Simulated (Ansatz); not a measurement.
# C₃H₄F₂Ge: basis-set convergence

An exercise on one series of results from a longer session: the logs are not shown, and one member is left open.

Computed with Ansatz 0.2.0, Gaussian basis. Level: one geometry, several basis sets.

Plan: PBE0-D4/def2-SVP; ωB97M-V/def2-SVP; PBE0-D4/def2-QZVPP; ωB97M-V/def2-QZVPP; the functionals' def2-TZVPP values are taken from earlier runs.

### The geometry

An earlier PBE0-D4 in a triple-zeta def2 set relaxation fixed the geometry.

SMILES `FC1=C[C]1(F)[GeH3]`, 10 atoms, charge 0, spin multiplicity 1.

Atoms are counted from 1 here; the program's logs count them from 0.

Bond lengths: F1–C2 1.302 Å, C2–C3 1.289 Å, C2–C4 1.440 Å, C3–C4 1.506 Å, C3–H7 1.076 Å, C4–F5 1.402 Å, C4–Ge6 1.967 Å, Ge6–H8 1.537 Å, Ge6–H9 1.534 Å, Ge6–H10 1.535 Å. Angles: F1–C2–C3 148.5°, F1–C2–C4 144.8°, C3–C2–C4 66.7°, C2–C3–C4 61.5°, C2–C3–H7 154.1°, C4–C3–H7 144.5°, C2–C4–C3 51.8°, C2–C4–F5 116.5°, C2–C4–Ge6 128.2°, C3–C4–F5 116.0°, C3–C4–Ge6 125.7°, F5–C4–Ge6 108.5°, C4–Ge6–H8 107.7°, C4–Ge6–H9 110.0°, C4–Ge6–H10 109.0°, H8–Ge6–H9 110.2°, H8–Ge6–H10 110.0°, H9–Ge6–H10 109.9°.

Set-up of the first run:

File in.yaml:

```yaml
crystal:
  periodic: [false, false, false]
  atoms:
    - {symbol: F, position_ang: [-2.524640, -0.990907, 0.260032]}
    - {symbol: C, position_ang: [-1.538072, -0.325400, -0.267965]}
    - {symbol: C, position_ang: [-0.949101, 0.109197, -1.328392]}
    - {symbol: C, position_ang: [-0.353594, 0.443884, 0.013817]}
    - {symbol: F, position_ang: [-0.551548, 1.757334, 0.462914]}
    - {symbol: Ge, position_ang: [1.379567, -0.193248, 0.692302]}
    - {symbol: H, position_ang: [-0.835924, 0.230339, -2.391471]}
    - {symbol: H, position_ang: [1.561185, -1.643895, 0.219208]}
    - {symbol: H, position_ang: [1.399744, -0.128923, 2.225064]}
    - {symbol: H, position_ang: [2.495383, 0.690418, 0.117491]}
basis:
  gaussian: {orbitals: def2-SVP}
hamiltonian: {xc: pbe0, dispersion: d4}
output: {orbitals: {seedname: orbitals}}
```

Among the steps run: PBE0-D4 in def2-SVP; ωB97M-V in def2-SVP; PBE0-D4 in def2-QZVPP; ωB97M-V in def2-QZVPP.

One of the session's tables, all rows but one given; the rest of the session is left out.

It belongs to the step «Density functionals: the series». 

| functional | basis | HOMO (eV) | LUMO (eV) |
| --- | --- | --- | --- |
| PBE0-D4 | def2-SVP | -7.91 | -0.05 |
| PBE0-D4 | def2-TZVPP | -7.96 | -0.20 |
| PBE0-D4 | def2-QZVPP | ? | ? |
| ωB97M-V | def2-SVP | -10.04 | 2.18 |
| ωB97M-V | def2-TZVPP | -10.11 | 1.91 |
| ωB97M-V | def2-QZVPP | -10.14 | 1.59 |

Estimate the missing values for PBE0-D4, def2-QZVPP.

The run gave: HOMO (eV): -7.99; LUMO (eV): -0.29. In the column «HOMO (eV)» it lies between ωB97M-V, def2-SVP (-10.04) and PBE0-D4, def2-TZVPP (-7.96).
